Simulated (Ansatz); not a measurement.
# CH3FGaI: how energies converge with the basis set

The task here is to estimate one member of a computed series from the others.

Computed with Ansatz 0.2.0, Gaussian basis. Level: one geometry, several basis sets.

Levels to be run: PBE0-D4/def2-SVP; ωB97M-V/def2-SVP; PBE0-D4/def2-QZVPP; ωB97M-V/def2-QZVPP; the functionals' def2-TZVPP values are taken from earlier runs.

### Structure used throughout

All runs share one geometry, relaxed beforehand with PBE0-D4 in a triple-zeta def2 set. I takes the def2 core potential; no spin-orbit term is included.

SMILES `[CH3][Ga]([F])[I]`, 7 atoms, charge 0, spin multiplicity 1.

Atoms are counted from 1 here; the program's logs count them from 0.

Bond lengths: C1–Ga2 1.945 Å, C1–H5 1.091 Å, C1–H6 1.091 Å, C1–H7 1.090 Å, Ga2–F3 1.754 Å, Ga2–I4 2.475 Å. Angles: Ga2–C1–H5 109.6°, Ga2–C1–H6 109.4°, Ga2–C1–H7 110.0°, H5–C1–H6 108.2°, H5–C1–H7 109.9°, H6–C1–H7 109.6°, C1–Ga2–F3 120.2°, C1–Ga2–I4 127.0°, F3–Ga2–I4 112.7°.

The first run:

File in.yaml:

```yaml
crystal:
  periodic: [false, false, false]
  atoms:
    - {symbol: C, position_ang: [-0.199894, 0.911720, 0.405605]}
    - {symbol: Ga, position_ang: [0.309832, -0.793682, -0.378796]}
    - {symbol: F, position_ang: [1.985639, -1.113765, -0.783926]}
    - {symbol: I, position_ang: [-1.183114, -2.694338, -0.911914]}
    - {symbol: H, position_ang: [-0.984658, 1.371854, -0.196177]}
    - {symbol: H, position_ang: [-0.592655, 0.745533, 1.409980]}
    - {symbol: H, position_ang: [0.664841, 1.572679, 0.455217]}
basis:
  gaussian: {orbitals: def2-SVP}
hamiltonian: {xc: pbe0, dispersion: d4}
output: {orbitals: {seedname: orbitals}}
```

Run with:

```bash
$ ansatz run in.yaml --threads 4 --pin off --events-out ev --progress --plain --max-ram 10444MiB
```

Among the steps run: PBE0-D4 in def2-SVP; ωB97M-V in def2-SVP; PBE0-D4 in def2-QZVPP; ωB97M-V in def2-QZVPP.

One of the session's tables, all rows but one given; the rest of the session is left out.

It belongs to the step «Density functionals: the series». 

```
functional       basis  HOMO (eV)
   PBE0-D4    def2-SVP      -7.73
   PBE0-D4  def2-TZVPP      -7.81
   PBE0-D4  def2-QZVPP      -7.82
   ωB97M-V    def2-SVP      -9.84
   ωB97M-V  def2-TZVPP      -9.94
   ωB97M-V  def2-QZVPP          ?
```

Estimate the missing values for ωB97M-V, def2-QZVPP.

The run gave: HOMO (eV): -9.96. In the column «HOMO (eV)» it is the lowest.
